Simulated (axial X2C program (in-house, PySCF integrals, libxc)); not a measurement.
# A two-component session on CaCl⁻: properties at the nuclei

Aim: properties at the nuclei of CaCl⁻, with spin–orbit coupling in the Hamiltonian from the start.

The runs use an in-house X2C program for linear molecules on PySCF integrals; two-component X2C with atomic mean-field terms, Ca dyall-acv3z, Cl dyall-av3z.

All values are calculated.

## 1. Set-up

task.json

```json
{"zs": [20, 17], "q": -1, "bas": ["dyall-acv3z", "dyall-av3z"], "r0": 2.7, "levels": ["PBE0", "HF", "B3LYP", "BHandHLYP", "PBE"], "nst": 3}
```

Keys: zs atomic numbers; q charge; bas basis sets; r0 starting distance in Å; levels methods (HF also brings MP2); nst determinants followed.

Started as:

```console
$ python soeom.py task.json out
```

Further steps of the session: Expectation values, lowest determinant; Expectation values, a higher determinant; Expectation values, a higher determinant.

Before running it: what results should come out? Wanted: lowest state; qzz Ca; qzz Cl; higher state; Eeff magnitude; Ws magnitude Ca; A∥/gI Ca; qzz Ca; higher state.

As calculated:

```
                                  quantity                               value
                              lowest state                Ω = 0 (closed shell)
                       qzz Ca (a.u.), PBE0                               -0.75
                       qzz Cl (a.u.), PBE0                                0.10
                              higher state  Ω = 2 (unpaired: ω = 1/2, ω = 3/2)
Eeff magnitude (GV/cm), PBE0, higher state                               0.216
 Ws magnitude Ca (kHz), PBE0, higher state                              0.0368
        A∥/gI Ca (MHz), PBE0, higher state                                 251
         qzz Ca (a.u.), PBE0, higher state                               -0.52
                              higher state       Ω = 1 (unpaired: 2 × ω = 1/2)
Eeff magnitude (GV/cm), PBE0, higher state                               0.197
 Ws magnitude Ca (kHz), PBE0, higher state                              0.0659
        A∥/gI Ca (MHz), PBE0, higher state                                 566
         qzz Ca (a.u.), PBE0, higher state                               -0.81
```

**Reading.** The expectation values come from single determinants. Eeff is the effective electric field on the electron dipole moment in this Ω state and Ws the scalar–pseudoscalar constant (defined with the proton number Z and per Ω); A∥ is the parallel hyperfine constant, which follows by multiplying with the nuclear g factor gI = μI/(I μN); qzz is the electric field gradient, eQq0 = 234.96 MHz × Q/barn × qzz. The operators were transformed with the bare-nucleus X2C matrices.
